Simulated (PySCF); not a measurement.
# HgF: basis, grid and Hamiltonian

The method stays; parts of the set-up, such as the basis or the Hamiltonian, are changed.

Program: PySCF 2.14.0. Level of theory: each script names its method and basis. These are calculated values, not measurements.

1 further run of the same task is left out (for a known fault of the program).

## (1) Where the work starts

HgF: 2 atoms, charge 0, spin multiplicity 2.

Bond lengths: Hg1–F2 1.851 Å.

## (2) The base run

input.py reads:

```python
from pyscf import gto, scf

mol = gto.M(
    atom='Hg 0 0 0; F 0 0 1.851',
    basis='def2-svp',
    ecp={'Hg': 'def2-svp'},
    charge=0,
    spin=1,
    verbose=3,
)
mf = scf.UHF(mol)
mf.kernel()
mf.dip_moment()
print('orbital energies (hartree):', [e[max(0, n-3):n+3].round(4) for e, n in zip(mf.mo_energy, mol.nelec)])
```

Command:

```bash
$ OMP_NUM_THREADS=1 python input.py
```

Its log is not repeated here.

Base result: E(SCF) = -251.823065 Eh, ⟨S²⟩ = 0.761, μ = 2.72 D.

The bond length is a typed value, not an optimised one.

## (3) Lanl2dz

Run 1 changes basis set: def2-svp → lanl2dz. The core potential changes with it: totals don't compare.

input.py reads:

```python
from pyscf import gto, scf

mol = gto.M(
    atom='Hg 0 0 0; F 0 0 1.851',
    basis='lanl2dz',
    ecp={'Hg': 'lanl2dz'},
    charge=0,
    spin=1,
    verbose=3,
)
mf = scf.UHF(mol)
mf.kernel()
mf.dip_moment()
print('orbital energies (hartree):', [e[max(0, n-3):n+3].round(4) for e, n in zip(mf.mo_energy, mol.nelec)])
```

Command:

```bash
$ OMP_NUM_THREADS=1 python input.py
```

## (4) Def2-svpd

Run 2 changes basis set: def2-svp → def2-svpd.

Changes to input.py since step 2:

```diff
@@ -4,4 +4,4 @@
     atom='Hg 0 0 0; F 0 0 1.851',
-    basis='def2-svp',
-    ecp={'Hg': 'def2-svp'},
+    basis='def2-svpd',
+    ecp={'Hg': 'def2-svpd'},
     charge=0,
```

## (5) Cartesian functions on

Run 3 changes Cartesian functions: off → on.

Changes to input.py since step 2:

```diff
@@ -8,2 +8,3 @@
     spin=1,
+    cart=True,
     verbose=3,
```

## (6) Ano-rcc-vdzp (core potential off, X2C on)

Run 4 changes basis set: def2-svp → ano-rcc-vdzp; core potential: on → off; spin-free X2C: off → on. The core potential changes with it: totals don't compare.

Changes to input.py since step 2:

```diff
@@ -4,4 +4,3 @@
     atom='Hg 0 0 0; F 0 0 1.851',
-    basis='def2-svp',
-    ecp={'Hg': 'def2-svp'},
+    basis='ano-rcc-vdzp',
     charge=0,
@@ -11,2 +10,3 @@
 mf = scf.UHF(mol)
+mf = mf.sfx2c1e()
 mf.kernel()
```

**Question.** What will these runs give? Wanted: for each run, E(SCF); from base; gap, α spin; SCF dipole.

The runs gave:

```csv
run,E(SCF) (hartree),from base (eV),"gap, α spin (eV)",SCF dipole (D),functions
base,-251.823065,0,n/a,2.72,46
lanl2dz,-140.795330,not comparable,n/a,3.20,27
def2-svpd,-251.838171,-0.4110,n/a,2.97,58
Cartesian functions on,-251.825054,-0.0541,n/a,2.71,n/a
"ano-rcc-vdzp (core potential off, X2C on)",-19722.894269,not comparable,10.96,3.18,73
```

The largest comparable shift of the SCF energy, -0.411 eV, comes with the run “def2-svpd”. def2-svpd (58 functions) gives an energy 0.41 eV lower than def2-svp (46). The dearest run is “ano-rcc-vdzp (core potential off, X2C on)”, at 23 s against 0.71 s.
